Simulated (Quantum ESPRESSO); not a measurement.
# C in Quantum ESPRESSO: relaxation of the atoms with LDA

Aim: the relaxation of the atoms of C with LDA.

All numbers are computed with Quantum ESPRESSO 7.5; they aren't measurements. Logs are shortened: lines on timing, memory, paths and dates and some standing lists are left out, and cuts for length are marked.

### Step 1. Starting point

The cell holds a sheet with vacuum, 2 atoms: a = 2.559 Å, b = 2.559 Å, c = 16.000 Å, α = 90.00°, β = 90.00°, γ = 120.00°.

The cell was built by a generator and needn't be a form met in nature.

### Step 2. Relaxation of the atoms, LDA

The input, pw.in:

```
&CONTROL
  calculation = 'relax'
  prefix = 'pwscf'
  outdir = './tmp'
  pseudo_dir = './pseudo'
  tprnfor = .true.
  disk_io = 'low'
  nstep = 40
  forc_conv_thr = 0.0004
  etot_conv_thr = 1d-05
/
&SYSTEM
  ibrav = 0
  nat = 2
  ntyp = 1
  ecutwfc = 82
  nbnd = 9
  occupations = 'smearing'
  smearing = 'mv'
  degauss = 0.00734986
/
&ELECTRONS
  conv_thr = 4d-10
  electron_maxstep = 120
  mixing_beta = 0.5
/
&IONS
  ion_dynamics = 'bfgs'
/
ATOMIC_SPECIES
C     12.0110 C.upf
CELL_PARAMETERS angstrom
   2.5594400000    0.0000000000    0.0000000000
  -1.2797200000    2.2165400594    0.0000000000
   0.0000000000    0.0000000000   16.0000000000
ATOMIC_POSITIONS crystal
C      0.0000000000    0.0000000000    0.5000000000
C      0.3333333333    0.6666666667    0.5000000000
K_POINTS automatic
18 18 1 0 0 0
```

Potentials or basis: PseudoDojo 0.4.1 SR LDA standard.

Launch:

```
$ OMP_NUM_THREADS=1 pw.x -in pw.in > pw.out
```

pw.out:

```text
This program is part of the open-source Quantum ESPRESSO suite
     for quantum simulation of materials; please cite
[... 9 lines left out ...]
     --------------------
     sticks:   dense  smooth     PW     G-vecs:    dense   smooth      PW
     Sum         517     517    163                61255    61255   10169

     Using Slab Decomposition

     bravais-lattice index     =            0
     lattice parameter (alat)  =       4.8366  a.u.
     unit-cell volume          =     612.5438 (a.u.)^3
     number of atoms/cell      =            2
     number of atomic types    =            1
     number of electrons       =         8.00
     number of Kohn-Sham states=            9
     kinetic-energy cutoff     =      82.0000  Ry
     charge density cutoff     =     328.0000  Ry
     scf convergence threshold =      4.0E-10
     mixing beta               =       0.5000
     number of iterations used =            8  plain     mixing
     energy convergence thresh.=      1.0E-05
     force convergence thresh. =      4.0E-04
     Exchange-correlation= SLA  PW   NOGX NOGC
                           (   1   4   0   0   0   0   0)
     nstep                     =           40

     celldm(1)=   4.836641  celldm(2)=   0.000000  celldm(3)=   0.000000
     celldm(4)=   0.000000  celldm(5)=   0.000000  celldm(6)=   0.000000

     crystal axes: (cart. coord. in units of alat)
               a(1) = (   1.000000   0.000000   0.000000 )
               a(2) = (  -0.500000   0.866025   0.000000 )
               a(3) = (   0.000000   0.000000   6.251367 )

     reciprocal axes: (cart. coord. in units 2 pi/alat)
               b(1) = (  1.000000  0.577350 -0.000000 )
               b(2) = (  0.000000  1.154701  0.000000 )
               b(3) = (  0.000000 -0.000000  0.159965 )

     PseudoPot. # 1 for C  read from file:
     C.upf
     Pseudo is Norm-conserving + core correction, Zval =  4.0
     Generated using ONCVPSP code by D. R. Hamann
     Using radial grid of 1234 points,  4 beta functions with:
                l(1) =   0
                l(2) =   0
                l(3) =   1
                l(4) =   1

     atomic species   valence    mass     pseudopotential
     C                 4.00    12.01100     C ( 1.00)

     24 Sym. Ops., with inversion, found (12 have fractional translation)

   Cartesian axes

     site n.     atom                  positions (alat units)
         1        C      tau(   1) = (   0.0000000   0.0000000   3.1256837  )
         2        C      tau(   2) = (  -0.0000000   0.5773503   3.1256837  )

     number of k points=    37  Marzari-Vanderbilt smearing, width (Ry)=  0.0073
                       cart. coord. in units 2pi/alat
        k(    1) = (   0.0000000   0.0000000   0.0000000), wk =   0.0061728
        k(    2) = (   0.0000000   0.0641500   0.0000000), wk =   0.0370370
        k(    3) = (   0.0000000   0.1283001   0.0000000), wk =   0.0370370
        k(    4) = (   0.0000000   0.1924501   0.0000000), wk =   0.0370370
        k(    5) = (   0.0000000   0.2566001   0.0000000), wk =   0.0370370
        k(    6) = (   0.0000000   0.3207501   0.0000000), wk =   0.0370370
[... 29 lines left out ...]
        k(   36) = (   0.2777778   0.5452753   0.0000000), wk =   0.0740741
        k(   37) = (   0.3333333   0.5773503   0.0000000), wk =   0.0123457

     Dense  grid:    61255 G-vectors     FFT dimensions: (  27,  27, 180)

     Initial potential from superposition of free atoms

     starting charge       7.9999, renormalised to       8.0000

     negative rho (up, down):  1.740E-05 0.000E+00
     Starting wfcs are    8 randomized atomic wfcs +    1 random wfcs

     Self-consistent Calculation

     iteration #  1     ecut=    82.00 Ry     beta= 0.50
     Davidson diagonalization with overlap
     ethr =  1.00E-02,  avg # of iterations =  7.1

     negative rho (up, down):  7.843E-06 0.000E+00

     total energy              =     -24.09706385 Ry
     estimated scf accuracy    <       0.15056831 Ry

     iteration #  2     ecut=    82.00 Ry     beta= 0.50
     Davidson diagonalization with overlap
     ethr =  1.88E-03,  avg # of iterations =  4.4

     negative rho (up, down):  1.914E-06 0.000E+00

     total energy              =     -24.10230130 Ry
     estimated scf accuracy    <       0.01333270 Ry

     iteration #  3     ecut=    82.00 Ry     beta= 0.50
     Davidson diagonalization with overlap
     ethr =  1.67E-04,  avg # of iterations =  6.2

     negative rho (up, down):  3.327E-08 0.000E+00

     total energy              =     -24.10436899 Ry
     estimated scf accuracy    <       0.00049777 Ry

     iteration #  4     ecut=    82.00 Ry     beta= 0.50
     Davidson diagonalization with overlap
     c_bands:  1 eigenvalues not converged
     ethr =  6.22E-06,  avg # of iterations =  7.8

     total energy              =     -24.10440082 Ry
     estimated scf accuracy    <       0.00005438 Ry

     iteration #  5     ecut=    82.00 Ry     beta= 0.50
     Davidson diagonalization with overlap
     ethr =  6.80E-07,  avg # of iterations =  3.1

     total energy              =     -24.10441360 Ry
     estimated scf accuracy    <       0.00000150 Ry

     iteration #  6     ecut=    82.00 Ry     beta= 0.50
     Davidson diagonalization with overlap
     ethr =  1.88E-08,  avg # of iterations =  2.3

     total energy              =     -24.10441391 Ry
     estimated scf accuracy    <       0.00000002 Ry

     iteration #  7     ecut=    82.00 Ry     beta= 0.50
     Davidson diagonalization with overlap
     ethr =  1.97E-10,  avg # of iterations =  3.4

     total energy              =     -24.10441392 Ry
     estimated scf accuracy    <          9.1E-10 Ry

     iteration #  8     ecut=    82.00 Ry     beta= 0.50
     Davidson diagonalization with overlap
     ethr =  1.13E-11,  avg # of iterations =  1.9

     End of self-consistent calculation

          k = 0.0000 0.0000 0.0000 (  7557 PWs)   bands (ev):

   -21.0163  -9.5022  -5.6264  -5.6264   1.1591   2.1434   2.6266   4.1818
     4.8842

          k = 0.0000 0.0642 0.0000 (  7576 PWs)   bands (ev):

   -20.9485  -9.4223  -5.9069  -5.7659   1.2505   2.2355   2.7204   4.2736
     4.9682

          k = 0.0000 0.1283 0.0000 (  7606 PWs)   bands (ev):

   -20.7455  -9.1836  -6.6752  -6.1377   1.5248   2.5117   3.0019   4.5485
     5.0523

          k = 0.0000 0.1925 0.0000 (  7630 PWs)   bands (ev):

   -20.4084  -8.7893  -7.7745  -6.6408   1.9817   2.9703   3.4710   4.9308
     5.0022

          k = 0.0000 0.2566 0.0000 (  7650 PWs)   bands (ev):

   -19.9391  -9.0575  -8.2455  -7.1783   2.6200   3.6008   4.1262   4.5525
     4.7063

          k = 0.0000 0.3208 0.0000 (  7662 PWs)   bands (ev):

   -19.3408 -10.4175  -7.6806  -7.5637   3.2147   3.4366   4.4449   4.4605
     4.9770

          k = 0.0000 0.3849 0.0000 (  7708 PWs)   bands (ev):

   -18.6189 -11.7826  -8.1039  -6.7660   1.8669   4.1774   4.4668   5.4514
     6.0065

          k = 0.0000 0.4491 0.0000 (  7704 PWs)   bands (ev):

   -17.7847 -13.1001  -8.4213  -5.9014   0.5633   4.0123   5.6182   6.6188
     7.2243

          k = 0.0000 0.5132 0.0000 (  7692 PWs)   bands (ev):

   -16.8757 -14.3078  -8.6172  -5.1020  -0.5164   3.8967   6.9538   7.9365
     8.6274

          k = 0.0000-0.5774 0.0000 (  7678 PWs)   bands (ev):

   -16.2342 -15.0503  -8.6833  -4.7229  -0.9916   3.8570   8.3867   8.4858
     9.1625

          k = 0.0556 0.0962 0.0000 (  7603 PWs)   bands (ev):

   -20.8131  -9.2630  -6.4076  -6.0455   1.4334   2.4197   2.9081   4.4570
     5.1142

          k = 0.0556 0.1604 0.0000 (  7618 PWs)   bands (ev):

   -20.5431  -8.9464  -7.2943  -6.5313   1.7991   2.7874   3.2835   4.8227
     5.2169

          k = 0.0556 0.2245 0.0000 (  7629 PWs)   bands (ev):

   -20.1399  -8.4770  -8.4464  -7.0923   2.3470   3.3354   3.8462   5.0346
     5.0986

          k = 0.0556 0.2887 0.0000 (  7662 PWs)   bands (ev):

   -19.6060  -9.7426  -7.8633  -7.6390   3.0755   3.7715   4.1204   4.5924
     4.8757

          k = 0.0556 0.3528 0.0000 (  7696 PWs)   bands (ev):

   -18.9457 -11.0903  -8.1179  -7.1207   2.4920   3.9784   4.6280   4.9927
     5.5384

          k = 0.0556 0.4170 0.0000 (  7701 PWs)   bands (ev):

   -18.1665 -12.4240  -8.4974  -6.2810   1.1672   4.3968   5.0829   6.0724
     6.6623

          k = 0.0556 0.4811 0.0000 (  7703 PWs)   bands (ev):

   -17.2875 -13.6893  -8.7589  -5.4219  -0.0434   4.2499   6.3317   7.3099
     7.9727

          k = 0.0556 0.5453 0.0000 (  7686 PWs)   bands (ev):

   -16.4068 -14.7678  -8.8920  -4.7670  -0.8823   4.1714   7.7395   8.6478
     9.2658

          k = 0.1111 0.1925 0.0000 (  7649 PWs)   bands (ev):

   -20.2070  -8.5546  -8.1454  -7.1651   2.2560   3.2455   3.7527   5.2214
     5.6196

          k = 0.1111 0.2566 0.0000 (  7661 PWs)   bands (ev):

   -19.7392  -9.2102  -8.0142  -7.8385   2.8945   3.8764   4.1664   4.4093
     5.7376

          k = 0.1111 0.3208 0.0000 (  7689 PWs)   bands (ev):

   -19.1431 -10.4300  -8.4280  -7.3365   2.9512   3.7124   4.7054   5.2500
     5.5725

          k = 0.1111 0.3849 0.0000 (  7705 PWs)   bands (ev):

   -18.4245 -11.7127  -8.8990  -6.5426   1.6841   4.7031   5.3541   5.6917
     6.2881

          k = 0.1111 0.4491 0.0000 (  7703 PWs)   bands (ev):

   -17.5952 -12.9817  -9.2412  -5.6787   0.4443   5.1559   5.8874   6.8311
     7.5045

          k = 0.1111 0.5132 0.0000 (  7703 PWs)   bands (ev):

   -16.6929 -14.1608  -9.4488  -4.8709  -0.6049   5.0428   7.2093   8.0668
     8.9053

          k = 0.1111 0.5774 0.0000 (  7681 PWs)   bands (ev):

   -16.0569 -14.8911  -9.5183  -4.4804  -1.0786   5.0028   8.6002   8.7247
     8.9625

          k = 0.1667 0.2887 0.0000 (  7693 PWs)   bands (ev):

   -19.2091 -10.0842  -8.6701  -7.4090   3.1264   3.6224   4.6046   5.1598
     6.5304

          k = 0.1667 0.3528 0.0000 (  7691 PWs)   bands (ev):

   -18.5545 -11.1203  -9.3719  -6.6758   1.9951   4.5278   5.4925   6.0958
     6.6504

          k = 0.1667 0.4170 0.0000 (  7712 PWs)   bands (ev):

   -17.7837 -12.2752  -9.8717  -5.8429   0.8261   5.6029   6.4724   6.5243
     7.2245

          k = 0.1667 0.4811 0.0000 (  7708 PWs)   bands (ev):

   -16.9165 -13.4435 -10.1896  -4.9782  -0.2835   6.3034   6.8594   7.6217
     8.5309

          k = 0.1667 0.5453 0.0000 (  7702 PWs)   bands (ev):

   -16.0498 -14.4726 -10.3449  -4.2931  -1.0980   6.2273   8.2203   8.4738
     9.6034

          k = 0.2222 0.3849 0.0000 (  7725 PWs)   bands (ev):

   -17.8470 -11.8871 -10.2450  -5.8993   0.9737   5.5158   6.4165   7.1253
     7.8282

          k = 0.2222 0.4491 0.0000 (  7716 PWs)   bands (ev):

   -17.0340 -12.8118 -10.8549  -5.0431  -0.0670   6.6633   7.3692   7.7993
     8.3450

          k = 0.2222 0.5132 0.0000 (  7701 PWs)   bands (ev):

   -16.1533 -13.8178 -11.1823  -4.2056  -1.0209   7.6344   7.9779   8.0063
     9.7247

          k = 0.2222 0.5774 0.0000 (  7677 PWs)   bands (ev):

   -15.5260 -14.4973 -11.2840  -3.7586  -1.5079   7.6054   8.1486   9.1365
     9.4006

          k = 0.2778 0.4811 0.0000 (  7717 PWs)   bands (ev):

   -16.1979 -13.4251 -11.6330  -4.1829  -0.9744   7.8241   7.8498   8.9266
     9.2403

          k = 0.2778 0.5453 0.0000 (  7694 PWs)   bands (ev):

   -15.3565 -14.1636 -12.0251  -3.3936  -1.7826   7.8182   8.8410   9.1029
     9.8948

          k = 0.3333 0.5774 0.0000 (  7677 PWs)   bands (ev):

   -14.6455 -14.6455 -12.3892  -2.5768  -2.5768   7.6872   9.4210   9.4210
    10.3001

     the Fermi energy is    -2.5628 ev

!    total energy              =     -24.10441392 Ry
     estimated scf accuracy    <          1.4E-10 Ry
     smearing contrib. (-TS)   =      -0.00002978 Ry
     internal energy E=F+TS    =     -24.10438415 Ry

     The total energy is F=E-TS. E is the sum of the following terms:
     one-electron contribution =    -157.92705580 Ry
     hartree contribution      =      80.24556713 Ry
     xc contribution           =      -8.36777125 Ry
     ewald contribution        =      61.94487577 Ry

     convergence has been achieved in   8 iterations

     Forces acting on atoms (cartesian axes, Ry/au):

     atom    1 type  1   force =     0.00000000    0.00000000    0.00000000
     atom    2 type  1   force =     0.00000000    0.00000000    0.00000000

     Total force =     0.000000     Total SCF correction =     0.000000

     BFGS Geometry Optimization
     Energy error            =      0.0E+00 Ry
     Gradient error          =      0.0E+00 Ry/Bohr

     bfgs converged in   1 scf cycles and   0 bfgs steps
     (criteria: energy <  1.0E-05 Ry, force <  4.0E-04 Ry/Bohr)

     End of BFGS Geometry Optimization

     Final energy             =     -24.1044139246 Ry
Begin final coordinates

ATOMIC_POSITIONS (crystal)
C                0.0000000000        0.0000000000        0.5000000000
C                0.3333333333        0.6666666667        0.5000000000
End final coordinates

=------------------------------------------------------------------------------=
   JOB DONE.
=------------------------------------------------------------------------------=
```

Wall time 46 s (1 thread of Intel Xeon Platinum 8375C at 2.90GHz (Ice Lake), shared host); peak memory 0.11 GiB.

What came out:

| Item | Value |
| --- | --- |
| Free energy | -327.9573 eV |
| Band gap on the k mesh | none (metal or under the smearing width) |

Final structure:
```
C
1.0
     2.55944    0.00000    0.00000
    -1.27972    2.21654    0.00000
     0.00000    0.00000   16.00000
C
2
Direct
  0.00000 0.00000 0.50000
  0.33333 0.66667 0.50000
```

Caveat: the relaxation stopped at its first step, so nothing moved.
